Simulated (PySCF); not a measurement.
OKH, in a box:

```xyz
3
Lattice="12.0000 0.0000 0.0000 0.0000 10.0000 0.0000 0.0000 0.0000 11.0000" Properties=species:S:1:pos:R:3 pbc="T T T"
O     5.4653    5.1236    5.2453
K     7.3937    4.7612    6.2616
H     4.6323    5.2808    4.8064
```

Base run:

* Program: PySCF 2.14.0
* Functional: PBE50
* Potentials or basis: 6-31g* (all-electron)
* k mesh: 1 × 1 × 1
* Occupations: fixed
* Spin: no spin polarisation

Its results: gap between the frontier levels 4.87 eV.

Question: The run is repeated on the same cell with these changes: functional from PBE50 to CAM-B3LYP. What comes out?

Answer: Gap between the frontier levels 4.79 eV.

Caveats: this is a molecule in a periodic box at the Γ point, so its band gap is the HOMO-LUMO gap; the basis of atomic orbitals isn't converged, which shifts pressures, moduli and gaps.

A k mesh can miss the band edges.

Not every run made on this cell is shown here.
